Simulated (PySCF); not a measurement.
# DyHO2 (Dy(O)(OH)): the cost of one run

Method: several levels, as the steps say, no spin–orbit coupling; program: PySCF 2.14.0.

1 further run of the same task is left out (for a known fault of the program).

## Step 1: Starting geometry

4 atoms, charge 0, spin multiplicity 1.

Bond lengths: Dy1–O2 1.833 Å, Dy1–O3 2.058 Å, O3–H4 0.960 Å. Angles: O2–Dy1–O3 111.7°, Dy1–O3–H4 139.3°.

As a file:

```xyz
4
charge 0, multiplicity 1
Dy   -0.0144   -0.0418   -0.4186
O     1.2412    0.0298    0.9155
O    -1.9281    0.0235    0.3344
H    -2.3755    0.0773    1.1817
```

Formal oxidation states: Dy +3. Each metal's 9 4f electrons lie in its core potential, so multiplicities, spins and levels count the valence alone. An earlier session relaxed this geometry at PBE0, Dy lcecp-1-SVP with ECP55, O def2-SVP, H def2-SVP (singlet, point group Cs).

At PBE0 on the finer grid: E = -187.905160 Eh, HOMO -6.28 eV, LUMO -2.08 eV, Mulliken charge on Dy1 +0.79 e, largest force component 0.011 eV/Å. 

Levels to run: CAM-B3LYP; r2SCAN; PBE0, TZVP. Hardware: 2 threads of AMD EPYC 7B13 (Zen 3), shared host.

## Step 2: CAM-B3LYP

Contents of run.py (the lines that set the calculation):

```python
mol = gto.M(atom='''
Dy    -0.01439    -0.04181    -0.41856
O      1.24122     0.02977     0.91550
O     -1.92808     0.02352     0.33444
H     -2.37547     0.07728     1.18171''',
    basis={'Dy': 'lcecp-1-SVP', 'O': 'def2-SVP', 'H': 'def2-SVP'},
    ecp={'Dy': 'lcecp-1-SVP'},
    charge=0, spin=0)
mf = dft.RKS(mol, xc='CAMB3LYP')
mf.grids.atom_grid = (75, 302)  # f atoms: unpruned, at least (60, 302)
mf = mf.density_fit()  # fitting sets: Dy AutoAux, O def2-universal-JKFIT, H def2-universal-JKFIT
mf.conv_tol = 1e-08; mf.max_cycle = 55
mf.kernel(dm0)  # dm0: the density of the relaxed state
```

Launch:

```console
$ OMP_NUM_THREADS=2 python run.py
```

**Question.** How long does this run take on 2 threads of AMD EPYC 7B13 (Zen 3), shared host?

About 2.8 s.
